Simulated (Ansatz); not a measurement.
**TaN (rocksalt type): how the settings move a single-point run**

Question: which choices in the input matter for TaN (rocksalt type)?

Method: reference: DFT, LDA, all-electron LAPW, scalar-relativistic, in Ansatz 0.2.0.

## 1. Starting point

It takes space group Fm-3m (No. 225, cubic). The conventional cell has a = 4.348 Å, b = 4.348 Å, c = 4.348 Å, α = 90.00°, β = 90.00°, γ = 90.00°. Ta (site symmetry m-3m) is surrounded by 6 N at 2.17 Å. Around N (site symmetry m-3m) lie 6 Ta at 2.17 Å.

Coordinates:

```
Ta N
1.0
     2.17418    2.17418    0.00000
    -2.17418    2.17418    0.00000
     0.00000    0.00000    4.34837
Ta N
2 2
Direct
  0.00000 0.00000 0.00000
  0.50000 0.50000 0.50000
  0.50000 0.50000 0.00000
  0.00000 0.00000 0.50000
```

## 2. The reference run

Input file input.yaml:

```yaml
crystal:
  lattice:
    - [2.1741843532, 2.1741843532, 0.0]
    - [-2.1741843532, 2.1741843532, 0.0]
    - [0.0, 0.0, 4.3483687065]
  atoms:
    - { symbol: Ta, position: [0.0, 0.0, 0.0] }
    - { symbol: Ta, position: [0.5, 0.5, 0.5] }
    - { symbol: "N", position: [0.5, 0.5, 0.0] }
    - { symbol: "N", position: [0.0, 0.0, 0.5] }
kpoints:
  mp_grid: { grid: [11, 11, 8] }
scf:
  occupations: { method: fermi_dirac, width: 0.08 }
hamiltonian:
  xc: lda
  pseudopotentials: { kind: all_electron, lapw: { basis_error: 0.001 } }
output:
  forces: true
  stress: true
  eigenvalues: true
```

On the command line:

```console
$ ansatz run input.yaml --threads 2 --pin off --max-ram 4096MiB --backend cpu --events-out ev --progress --plain --runs-dir out
```

## 3. Changed: occupations.method tetrahedron_uncorrected, hubbard.sites [{species: Ta, l: d, u_eff: 8.0}], hubbard.double_counting fll, width left out

input.yaml, as its differences from that of step 2:

```diff
@@ -13,3 +13,3 @@
 scf:
-  occupations: { method: fermi_dirac, width: 0.08 }
+  occupations: { method: tetrahedron_uncorrected }
 hamiltonian:
@@ -17,2 +17,3 @@
   pseudopotentials: { kind: all_electron, lapw: { basis_error: 0.001 } }
+  hubbard: { sites: [{ species: Ta, l: d, u_eff: 8.0 }], double_counting: fll }
 output:
```

What does the calculation give? Wanted: for each run, ending; energy change; pressure; gap; force.

As calculated:

| run | ending | energy change | pressure (GPa) | gap (eV) | force (eV/Å) | cycles | time |
| --- | --- | --- | --- | --- | --- | --- | --- |
| reference | converged | 0 | 0.0 | 0.00 | 0.00 | 10 | 28 s |
| 1: occupations.method tetrahedron_uncorrected, hubbard.sites [{species: Ta, l: d, u_eff: 8.0}], hubbard.double_counting fll, width left out | converged | +4.66 eV/atom (σ→0) (U changed: no physical gain or loss) | 9.0 | 0.00 | 0.00 | 11 | 36 s |

Residual by cycle in the longest SCF loop of each run; runs are numbered as in the table. The quantity is the density residual dr2, in eV.

```
cycle  reference    run 1
    1       8.32     11.4
    2      0.292    0.629
    3      0.552    0.653
    4     0.0764   0.0842
    5    0.00247  0.00575
    6    0.00105  0.00127
    7     7.1e-5   3.2e-4
    8     1.0e-5   1.0e-5
    9     8.9e-7   1.0e-6
   10     2.6e-8   6.0e-8
   11          -   2.4e-9
```

Changing the smearing and Hubbard U moves the energy by +4.66 eV/atom (σ→0 values), and the pressure goes from 0.0 to 9.0 GPa. The U term adds an energy of its own, so the shift says nothing about which run is better. Cost: 11 SCF cycles against 10. A changed U is a change of model: its shifts are not errors of convergence.
